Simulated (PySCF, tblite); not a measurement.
# C4H2F3NS: a rotation path, then NMR shifts on frames

Aim: move C4H2F3NS (`C=C(C#N)SC(F)(F)F`) away from its starting geometry and see how NMR shifts follow the geometry.

Programs: tblite 0.8.0 and PySCF 2.14.0, with density-fitted response routines of our own. Each step states its level of theory. These are calculated values for one molecule in the gas phase, unless marked as measured. Atoms count from 0, in the outputs and in this text.

### Step 1. Starting geometry

11 atoms, charge 0, multiplicity 1; geometry from: GFN2-xTB.

Bonds of the start (Å): C0–C1 1.33, C1–C2 1.42, C2–N3 1.14, C1–S4 1.78, S4–C5 1.83, C5–F6 1.33, C5–F7 1.33, C5–F8 1.33, C0–H9 1.08, C0–H10 1.07.

### Step 2. The rotation path with GFN2-xTB

What the job is given:

```
{"job": {"kind": "neb", "xc": "GFN2-xTB", "basis": "xTB", "atoms": [8, 5, 4, 1], "turn": 120}, "charge": 0, "multiplicity": 1}
C     -1.152630    -0.599172     0.090554
C     -0.840091     0.458861    -0.652967
C     -1.842447     1.334429    -1.142837
N     -2.662775     2.030853    -1.531454
S      0.774448     1.001481    -1.180484
C      1.863003    -0.286604    -0.461301
F      1.579635    -1.507850    -0.914475
F      3.116481    -0.010390    -0.790941
F      1.790457    -0.333467     0.869089
H     -2.186661    -0.792991     0.322369
H     -0.433995    -1.292480     0.486245
```

Level: GFN2-xTB climbing-image nudged elastic band, gas phase.

Command:

```sh
$ OMP_NUM_THREADS=1 python probes_run.py task.json out
```

The driver reads the jobs from task.json and runs them one after another.

Standard output:

```text
image   E - E0 / eV
  0       0.0000
  1       0.0288
  2       0.0839
  3       0.1336
  4       0.1508
  5       0.1262
  6       0.0735
  7       0.0219
  8       0.0000
```

Wall time 11 s (1 thread, shared host).

The final band, with the dihedral F8–C5–S4–C1:

```csv
image,dihedral (°),energy (eV),energy (kcal/mol)
0,-61,0.000,0.0
1,-47,0.029,0.7
2,-33,0.084,1.9
3,-17,0.134,3.1
4,1,0.151,3.5
5,19,0.126,2.9
6,35,0.073,1.7
7,48,0.022,0.5
8,61,0.000,0.0
```

### Step 3. NMR shieldings: image 0, PBE0/pcSseg-1

What the job is given:

```
{"job": {"kind": "nmr", "xc": "PBE0", "basis": "pcSseg-1", "pop": false}, "charge": 0, "multiplicity": 1}
C     -1.152600    -0.599200     0.090600
C     -0.840100     0.458900    -0.653000
C     -1.842400     1.334400    -1.142800
N     -2.662800     2.030900    -1.531500
S      0.774400     1.001500    -1.180500
C      1.863000    -0.286600    -0.461300
F      1.579600    -1.507800    -0.914500
F      3.116500    -0.010400    -0.790900
F      1.790500    -0.333500     0.869100
H     -2.186700    -0.793000     0.322400
H     -0.434000    -1.292500     0.486200
```

Level: GIAO PBE0/pcSseg-1 NMR shielding, non-relativistic, gas phase.

Standard output:

```text
coarse grid: 11528 points
cycle   1  E = -905.0644336866  dE =  1.597e+00  |g| = 9.860e-01  |ddm| = 3.345e+00
cycle   2  E = -904.7220345564  dE =  3.424e-01  |g| = 1.715e+00  |ddm| = 1.685e+00
cycle   3  E = -905.2356968326  dE = -5.137e-01  |g| = 2.474e-01  |ddm| = 1.208e+00
cycle   4  E = -905.2463764672  dE = -1.068e-02  |g| = 1.062e-01  |ddm| = 2.305e-01
cycle   5  E = -905.2487592809  dE = -2.383e-03  |g| = 1.376e-02  |ddm| = 8.935e-02
cycle   6  E = -905.2487951514  dE = -3.587e-05  |g| = 3.923e-03  |ddm| = 1.561e-02
cycle   7  E = -905.2487981277  dE = -2.976e-06  |g| = 1.600e-03  |ddm| = 5.244e-03
final grid: 113128 points
cycle   8  E = -905.3228195461  dE = -3.910e-05  |g| = 7.132e-03  |ddm| = 2.607e-02
cycle   9  E = -905.3228127351  dE =  6.811e-06  |g| = 9.234e-03  |ddm| = 1.424e-02
cycle  10  E = -905.3228310423  dE = -1.831e-05  |g| = 9.446e-04  |ddm| = 7.980e-03
cycle  11  E = -905.3228311946  dE = -1.523e-07  |g| = 4.267e-04  |ddm| = 1.025e-03
cycle  12  E = -905.3228312314  dE = -3.680e-08  |g| = 1.761e-04  |ddm| = 4.696e-04
cycle  13  E = -905.3228312371  dE = -5.655e-09  |g| = 6.665e-05  |ddm| = 1.457e-04
cycle  14  E = -905.3228312381  dE = -1.008e-09  |g| = 1.610e-05  |ddm| = 7.618e-05
cycle  15  E = -905.3228312382  dE = -5.775e-11  |g| = 4.674e-06  |ddm| = 1.715e-05
converged SCF energy = -905.3228312382

GIAO shielding tensors (ppm)
atom      isotropic    diamagn.    paramagn.     s11        s22        s33       span
  0 C       49.950     252.758    -202.808    -65.724     50.361    165.214    230.938
  1 C       66.514     260.791    -194.277    -37.621     97.397    139.768    177.389
  2 C       68.199     257.148    -188.948    -49.038    -42.921    296.558    345.596
  3 N      -56.282     338.839    -395.121   -215.787   -190.426    237.367    453.154
  4 S      306.271    1053.294    -747.023     80.265    315.990    522.559    442.295
  5 C       46.445     243.392    -196.947     35.788     50.025     53.521     17.733
  6 F      222.241     474.502    -252.261    143.403    203.748    319.573    176.169
  7 F      229.216     467.780    -238.564    164.102    203.166    320.380    156.279
  8 F      221.299     476.142    -254.843    143.088    202.186    318.622    175.534
  9 H       25.157      28.988      -3.831     21.805     24.099     29.568      7.763
 10 H       25.279      31.510      -6.231     22.498     23.043     30.296      7.798
```

Run time: 72 s. Hardware: 1 thread, shared host.

Shifts follow as δ = σ(reference) − σ, with reference shieldings (ppm) from runs at the same level and on the same kind of geometry: 1H TMS 31.72, 13C TMS 186.9, 19F CFCl3 170.9, 15N NH3 267.7, 33S CS2 504. The references are single molecules in the gas phase, so shifts against H2O, NH3, PH3, H3PO4 or CFCl3 are not on the usual liquid scales and can be off by tens of ppm. Each atom is listed at this fixed geometry, with no averaging over motion; a spectrum would average atoms that exchange fast.

| atoms | environment | σ (ppm) | δ (ppm) |
| --- | --- | --- | --- |
| C5 | CF3 carbon | 46.4 | 140.5 |
| C0 | terminal =CH2 carbon | 50.0 | 137.0 |
| C1 | fully substituted alkene carbon | 66.5 | 120.4 |
| C2 | nitrile carbon | 68.2 | 118.7 |
| H9 | hydrogen on a terminal =CH2 carbon | 25.16 | 6.56 |
| H10 | hydrogen on a terminal =CH2 carbon | 25.28 | 6.44 |
| N3 | nitrile nitrogen | -56.3 | 324.0 |
| S4 | sulfide sulfur | 306 | 197 |
| F8 | fluorine of an SCF3 group | 221.3 | -50.4 |
| F6 | fluorine of an SCF3 group | 222.2 | -51.3 |
| F7 | fluorine of an SCF3 group | 229.2 | -58.3 |

### Step 4. NMR shieldings: image 2, PBE0/pcSseg-1

What the job is given:

```
{"job": {"kind": "nmr", "xc": "PBE0", "basis": "pcSseg-1", "pop": false}, "charge": 0, "multiplicity": 1}
C     -1.229900    -0.505900     0.235000
C     -0.870800     0.437300    -0.631400
C     -1.847800     1.308700    -1.181100
N     -2.663100     1.983200    -1.616200
S      0.737000     0.853500    -1.281200
C      1.923600    -0.347200    -0.543900
F      2.042300    -1.448300    -1.284300
F      3.111900     0.243000    -0.500200
F      1.623800    -0.734600     0.691900
H     -2.266200    -0.577700     0.521000
H     -0.555300    -1.209200     0.684100
```

Level: GIAO PBE0/pcSseg-1 NMR shielding, non-relativistic, gas phase.

Standard output:

```text
coarse grid: 11528 points
cycle   1  E = -905.0584466662  dE =  1.593e+00  |g| = 9.888e-01  |ddm| = 3.331e+00
cycle   2  E = -904.7122600368  dE =  3.462e-01  |g| = 1.722e+00  |ddm| = 1.682e+00
cycle   3  E = -905.2315631172  dE = -5.193e-01  |g| = 2.459e-01  |ddm| = 1.205e+00
cycle   4  E = -905.2420269366  dE = -1.046e-02  |g| = 1.077e-01  |ddm| = 2.289e-01
cycle   5  E = -905.2444811503  dE = -2.454e-03  |g| = 1.378e-02  |ddm| = 8.973e-02
cycle   6  E = -905.2445175884  dE = -3.644e-05  |g| = 3.934e-03  |ddm| = 1.627e-02
cycle   7  E = -905.2445205425  dE = -2.954e-06  |g| = 1.569e-03  |ddm| = 5.221e-03
final grid: 113128 points
cycle   8  E = -905.3189741167  dE = -3.757e-05  |g| = 7.066e-03  |ddm| = 2.282e-02
cycle   9  E = -905.3189678421  dE =  6.275e-06  |g| = 9.025e-03  |ddm| = 1.400e-02
cycle  10  E = -905.3189854891  dE = -1.765e-05  |g| = 8.262e-04  |ddm| = 7.797e-03
cycle  11  E = -905.3189856013  dE = -1.122e-07  |g| = 4.028e-04  |ddm| = 9.254e-04
cycle  12  E = -905.3189856333  dE = -3.196e-08  |g| = 1.702e-04  |ddm| = 4.290e-04
cycle  13  E = -905.3189856388  dE = -5.505e-09  |g| = 5.848e-05  |ddm| = 1.374e-04
cycle  14  E = -905.3189856396  dE = -7.640e-10  |g| = 1.495e-05  |ddm| = 6.709e-05
converged SCF energy = -905.3189856396

GIAO shielding tensors (ppm)
atom      isotropic    diamagn.    paramagn.     s11        s22        s33       span
  0 C       50.629     252.445    -201.816    -65.400     50.452    166.834    232.234
  1 C       65.918     260.008    -194.090    -37.157     98.495    136.417    173.574
  2 C       68.143     257.402    -189.259    -49.426    -42.498    296.352    345.778
  3 N      -55.374     338.725    -394.099   -215.129   -189.511    238.517    453.647
  4 S      312.285    1053.427    -741.142     95.044    318.992    522.817    427.773
  5 C       46.529     243.061    -196.532     35.503     51.033     53.051     17.548
  6 F      211.147     471.682    -260.535    145.263    172.747    315.431    170.168
  7 F      219.715     468.633    -248.919    155.923    187.338    315.883    159.960
  8 F      228.061     476.792    -248.732    153.680    217.003    313.499    159.820
  9 H       25.175      28.905      -3.731     21.701     24.163     29.661      7.960
 10 H       25.184      31.204      -6.019     22.144     23.220     30.189      8.045
```

It took 62 s on 1 thread, shared host.

Key values: δ C5 140.4, C0 136.3, C1 121.0, C2 118.8, H9 6.54, H10 6.53 ppm.

### Step 5. Nuclear shieldings: image 4, PBE0/pcSseg-1

What the job is given:

```
{"job": {"kind": "nmr", "xc": "PBE0", "basis": "pcSseg-1", "pop": false}, "charge": 0, "multiplicity": 1}
C     -1.253500    -0.378700     0.384700
C     -0.891400     0.417100    -0.617500
C     -1.858000     1.256700    -1.234000
N     -2.667500     1.915400    -1.702800
S      0.685800     0.682200    -1.411000
C      1.949600    -0.415200    -0.623500
F      2.498800    -1.195800    -1.550200
F      2.918000     0.337200    -0.107700
F      1.501800    -1.204600     0.343800
H     -2.283200    -0.368600     0.702900
H     -0.595000    -1.043000     0.909200
```

Method: GIAO PBE0/pcSseg-1 NMR shielding, non-relativistic, gas phase.

Standard output:

```text
coarse grid: 11528 points
cycle   1  E = -905.0535277892  dE =  1.591e+00  |g| = 9.906e-01  |ddm| = 3.319e+00
cycle   2  E = -904.7036945911  dE =  3.498e-01  |g| = 1.728e+00  |ddm| = 1.683e+00
cycle   3  E = -905.2280381317  dE = -5.243e-01  |g| = 2.450e-01  |ddm| = 1.205e+00
cycle   4  E = -905.2383592335  dE = -1.032e-02  |g| = 1.089e-01  |ddm| = 2.280e-01
cycle   5  E = -905.2408705487  dE = -2.511e-03  |g| = 1.383e-02  |ddm| = 9.007e-02
cycle   6  E = -905.2409078337  dE = -3.728e-05  |g| = 3.942e-03  |ddm| = 1.679e-02
cycle   7  E = -905.2409107895  dE = -2.956e-06  |g| = 1.533e-03  |ddm| = 5.165e-03
final grid: 113128 points
cycle   8  E = -905.3151854302  dE = -3.793e-05  |g| = 7.195e-03  |ddm| = 2.283e-02
cycle   9  E = -905.3151786946  dE =  6.736e-06  |g| = 9.322e-03  |ddm| = 1.374e-02
cycle  10  E = -905.3151968480  dE = -1.815e-05  |g| = 8.459e-04  |ddm| = 7.669e-03
cycle  11  E = -905.3151969620  dE = -1.140e-07  |g| = 4.377e-04  |ddm| = 9.584e-04
cycle  12  E = -905.3151969992  dE = -3.718e-08  |g| = 1.787e-04  |ddm| = 4.352e-04
cycle  13  E = -905.3151970053  dE = -6.070e-09  |g| = 5.727e-05  |ddm| = 1.419e-04
cycle  14  E = -905.3151970060  dE = -7.597e-10  |g| = 1.437e-05  |ddm| = 6.750e-05
converged SCF energy = -905.3151970060

GIAO shielding tensors (ppm)
atom      isotropic    diamagn.    paramagn.     s11        s22        s33       span
  0 C       51.312     252.352    -201.040    -64.265     49.904    168.298    232.563
  1 C       65.278     259.175    -193.897    -36.187     98.467    133.553    169.740
  2 C       68.117     257.628    -189.511    -49.739    -42.222    296.313    346.052
  3 N      -54.908     338.637    -393.544   -214.578   -188.685    238.539    453.117
  4 S      312.312    1053.460    -741.148     93.092    325.151    518.693    425.601
  5 C       46.271     242.776    -196.505     34.843     51.511     52.460     17.617
  6 F      206.442     468.968    -262.526    147.162    161.587    310.576    163.414
  7 F      205.358     470.612    -265.255    146.375    159.779    309.918    163.544
  8 F      233.325     476.723    -243.398    165.239    216.961    317.776    152.537
  9 H       25.189      28.821      -3.632     21.689     24.227     29.652      7.963
 10 H       25.139      31.058      -5.919     22.113     23.051     30.254      8.141
```

It took 57 s on 1 thread, shared host.

In short: δ C5 140.7, C0 135.6, C1 121.6, C2 118.8, H10 6.58, H9 6.53 ppm.

### Step 6. NMR shieldings: image 6, PBE0/pcSseg-1

What the job is given:

```
{"job": {"kind": "nmr", "xc": "PBE0", "basis": "pcSseg-1", "pop": false}, "charge": 0, "multiplicity": 1}
C     -1.142200    -0.237800     0.474500
C     -0.872600     0.426300    -0.645500
C     -1.881200     1.200100    -1.278400
N     -2.711900     1.825200    -1.756000
S      0.647400     0.546300    -1.572300
C      1.877200    -0.485100    -0.668300
F      2.799100    -0.878300    -1.538400
F      2.489000     0.210900     0.288700
F      1.372600    -1.576700    -0.100800
H     -2.142600    -0.198700     0.873500
H     -0.429400    -0.829500     1.016800
```

With the program's defaults for keys left out, this is: GIAO PBE0/pcSseg-1 NMR shielding, non-relativistic, gas phase.

Standard output:

```text
coarse grid: 11528 points
cycle   1  E = -905.0597560539  dE =  1.592e+00  |g| = 9.889e-01  |ddm| = 3.332e+00
cycle   2  E = -904.7136823533  dE =  3.461e-01  |g| = 1.722e+00  |ddm| = 1.683e+00
cycle   3  E = -905.2328744139  dE = -5.192e-01  |g| = 2.460e-01  |ddm| = 1.205e+00
cycle   4  E = -905.2433444065  dE = -1.047e-02  |g| = 1.077e-01  |ddm| = 2.290e-01
cycle   5  E = -905.2457959500  dE = -2.452e-03  |g| = 1.375e-02  |ddm| = 8.976e-02
cycle   6  E = -905.2458322578  dE = -3.631e-05  |g| = 3.904e-03  |ddm| = 1.623e-02
cycle   7  E = -905.2458351620  dE = -2.904e-06  |g| = 1.557e-03  |ddm| = 5.198e-03
final grid: 113128 points
cycle   8  E = -905.3193921130  dE = -3.519e-05  |g| = 6.947e-03  |ddm| = 2.359e-02
cycle   9  E = -905.3193859981  dE =  6.115e-06  |g| = 8.881e-03  |ddm| = 1.366e-02
cycle  10  E = -905.3194030929  dE = -1.709e-05  |g| = 8.600e-04  |ddm| = 7.693e-03
cycle  11  E = -905.3194032153  dE = -1.224e-07  |g| = 4.020e-04  |ddm| = 9.339e-04
cycle  12  E = -905.3194032465  dE = -3.126e-08  |g| = 1.722e-04  |ddm| = 4.277e-04
cycle  13  E = -905.3194032521  dE = -5.566e-09  |g| = 5.982e-05  |ddm| = 1.379e-04
cycle  14  E = -905.3194032529  dE = -7.976e-10  |g| = 1.470e-05  |ddm| = 6.886e-05
converged SCF energy = -905.3194032529

GIAO shielding tensors (ppm)
atom      isotropic    diamagn.    paramagn.     s11        s22        s33       span
  0 C       50.636     252.717    -202.081    -65.257     50.649    166.517    231.774
  1 C       65.922     260.059    -194.137    -37.220     98.426    136.561    173.781
  2 C       68.173     257.392    -189.219    -49.319    -42.509    296.348    345.667
  3 N      -55.397     338.727    -394.124   -215.327   -189.520    238.655    453.982
  4 S      310.175    1053.132    -742.957     93.084    315.990    521.452    428.369
  5 C       46.552     243.032    -196.480     35.958     50.739     52.958     17.000
  6 F      221.290     467.595    -246.305    157.484    189.632    316.755    159.271
  7 F      211.242     473.694    -262.451    144.732    173.884    315.112    170.380
  8 F      227.746     476.138    -248.391    152.679    217.051    313.509    160.830
  9 H       25.165      29.051      -3.886     21.715     24.147     29.633      7.919
 10 H       25.214      31.367      -6.153     22.192     23.254     30.196      8.004
```

Run time: 59 s. Hardware: 1 thread, shared host.

In short: δ C5 140.4, C0 136.3, C1 121.0, C2 118.8, H9 6.55, H10 6.50 ppm.

### Step 7. Nuclear shieldings: image 8, PBE0/pcSseg-1

What the job is given:

```
{"job": {"kind": "nmr", "xc": "PBE0", "basis": "pcSseg-1", "pop": false}, "charge": 0, "multiplicity": 1}
C     -1.014400    -0.131600     0.515100
C     -0.844300     0.441600    -0.673300
C     -1.893000     1.166000    -1.294900
N     -2.750400     1.745600    -1.782600
S      0.613600     0.443400    -1.699800
C      1.788700    -0.540000    -0.692400
F      2.938000    -0.621900    -1.347100
F      2.032300     0.013800     0.495600
F      1.356500    -1.780800    -0.467000
H     -1.966300    -0.042100     1.011500
H     -0.255100    -0.691200     1.028800
```

With the program's defaults for keys left out, this is: GIAO PBE0/pcSseg-1 NMR shielding, non-relativistic, gas phase.

Standard output:

```text
coarse grid: 11528 points
cycle   1  E = -905.0639495054  dE =  1.597e+00  |g| = 9.861e-01  |ddm| = 3.345e+00
cycle   2  E = -904.7216535300  dE =  3.423e-01  |g| = 1.715e+00  |ddm| = 1.685e+00
cycle   3  E = -905.2353092600  dE = -5.137e-01  |g| = 2.470e-01  |ddm| = 1.207e+00
cycle   4  E = -905.2459536279  dE = -1.064e-02  |g| = 1.063e-01  |ddm| = 2.304e-01
cycle   5  E = -905.2483401651  dE = -2.387e-03  |g| = 1.377e-02  |ddm| = 8.938e-02
cycle   6  E = -905.2483760787  dE = -3.591e-05  |g| = 3.910e-03  |ddm| = 1.558e-02
cycle   7  E = -905.2483790336  dE = -2.955e-06  |g| = 1.593e-03  |ddm| = 5.227e-03
final grid: 113128 points
cycle   8  E = -905.3228038505  dE = -3.932e-05  |g| = 7.178e-03  |ddm| = 2.687e-02
cycle   9  E = -905.3227971111  dE =  6.739e-06  |g| = 9.234e-03  |ddm| = 1.444e-02
cycle  10  E = -905.3228155423  dE = -1.843e-05  |g| = 9.403e-04  |ddm| = 8.049e-03
cycle  11  E = -905.3228156908  dE = -1.485e-07  |g| = 4.520e-04  |ddm| = 1.052e-03
cycle  12  E = -905.3228157317  dE = -4.088e-08  |g| = 1.801e-04  |ddm| = 4.708e-04
cycle  13  E = -905.3228157376  dE = -5.945e-09  |g| = 6.479e-05  |ddm| = 1.486e-04
cycle  14  E = -905.3228157386  dE = -9.884e-10  |g| = 1.511e-05  |ddm| = 7.625e-05
converged SCF energy = -905.3228157386

GIAO shielding tensors (ppm)
atom      isotropic    diamagn.    paramagn.     s11        s22        s33       span
  0 C       49.889     253.208    -203.319    -65.839     50.376    165.130    230.969
  1 C       66.521     260.846    -194.325    -37.660     97.453    139.771    177.431
  2 C       68.221     257.108    -188.887    -49.001    -42.880    296.544    345.545
  3 N      -56.170     338.831    -395.001   -215.704   -190.303    237.495    453.199
  4 S      306.175    1052.945    -746.770     80.108    315.850    522.568    442.460
  5 C       46.419     243.087    -196.669     35.739     50.001     53.516     17.776
  6 F      229.145     467.384    -238.239    164.040    203.051    320.344    156.304
  7 F      221.658     475.982    -254.324    143.108    202.870    318.996    175.888
  8 F      221.813     475.076    -253.264    143.237    203.081    319.121    175.884
  9 H       25.155      29.278      -4.122     21.802     24.100     29.564      7.762
 10 H       25.276      31.719      -6.443     22.499     23.033     30.296      7.796
```

Run time: 59 s. Hardware: 1 thread, shared host.

This run: δ C5 140.5, C0 137.0, C1 120.4, C2 118.7, H9 6.56, H10 6.44 ppm.

### Step 8. Comparing the runs: NMR shifts

Shifts (ppm) of some atoms, chosen among heavy atoms and hydrogens apart, with basis size and wall time:

```csv
frame,C0,H9,H10,S4,F8,F6,F7,functions,time
image 0,137.0,6.56,6.44,197,-50.4,-51.3,-58.3,170,72 s
image 2,136.3,6.54,6.53,191,-57.1,-40.2,-48.8,170,62 s
image 4,135.6,6.53,6.58,191,-62.4,-35.5,-34.4,170,57 s
image 6,136.3,6.55,6.50,194,-56.8,-50.3,-40.3,170,59 s
image 8,137.0,6.56,6.44,198,-50.9,-58.2,-50.7,170,59 s
```

### Step 9. Outcome

| quantity | value |
| --- | --- |
| barrier | 0.151 eV (3.5 kcal/mol) at image 4 |
| end to end (GFN2-xTB) | 0.000 eV |
| 13C shifts against TMS (PBE0/pcSseg-1, image 0) | 140.5, 137.0, 120.4, 118.7 ppm |
| 1H shifts against TMS (PBE0/pcSseg-1, image 0) | 6.56, 6.44 ppm |
| 15N shifts against NH3 (PBE0/pcSseg-1, image 0) | 324.0 ppm |
| 33S shifts against CS2 (PBE0/pcSseg-1, image 0) | 197 ppm |
| 19F shifts against CFCl3 (PBE0/pcSseg-1, image 0) | -50.4, -51.3, -58.3 ppm |
| range of the shift of F7 | -58.3 to -34.4 ppm |

Along the band the dihedral turns by 122°, and the top (dihedral 1°) lies 3.5 kcal/mol above the start (GFN2-xTB, rough), so at room temperature this motion is fast. The top was not checked by a frequency run. Shifts at one fixed geometry are not the observed spectrum, which averages over the motion. In ppm, F7 moves most: its shift spreads over 23.9 ppm, from -58.3 (image 0) to -34.4 (image 4).
